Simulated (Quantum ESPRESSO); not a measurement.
The system is MnAs.

```
As Mn
1.0
     3.71000    0.00000    0.00000
    -1.85500    3.21295    0.00000
     0.00000    0.00000    5.69100
As Mn
2 2
Direct
  0.66667 0.33333 0.75000
  0.33333 0.66667 0.25000
  0.00000 0.00000 0.50000
  0.00000 0.00000 0.00000
```

Base run:

| Quantity | Value |
| --- | --- |
| Program | Quantum ESPRESSO 7.5 |
| Functional | LDA |
| Potentials or basis | GBRV 1.5 LDA |
| Cutoff | 612 eV |
| Density cutoff | 4898 eV |
| k mesh | 8 × 8 × 5 |
| Occupations | fermi-dirac, width 0.05 eV |
| Spin | collinear spin, ferromagnetic start |
| Starting moments | [0.0, 0.0, 4.0, 4.0] μB |

Its results: band gap on the k mesh none (metal or under the smearing width); pressure -13.6 GPa; net moment 5.90 μB per cell; site moments As -0.11; Mn +2.95 μB.

The run is repeated on the same cell with these changes: functional from LDA to PBEsol; potentials or basis from GBRV 1.5 LDA to GBRV 1.5 PBEsol. What comes out?

Band gap on the k mesh none (metal or under the smearing width); pressure -8.0 GPa; net moment 6.29 μB per cell; site moments As -0.12; Mn +3.15 μB.

Caveats: only a ferromagnetic start was run, and an antiferromagnetic order may lie lower in energy; some levels on the path didn't converge (some runs).
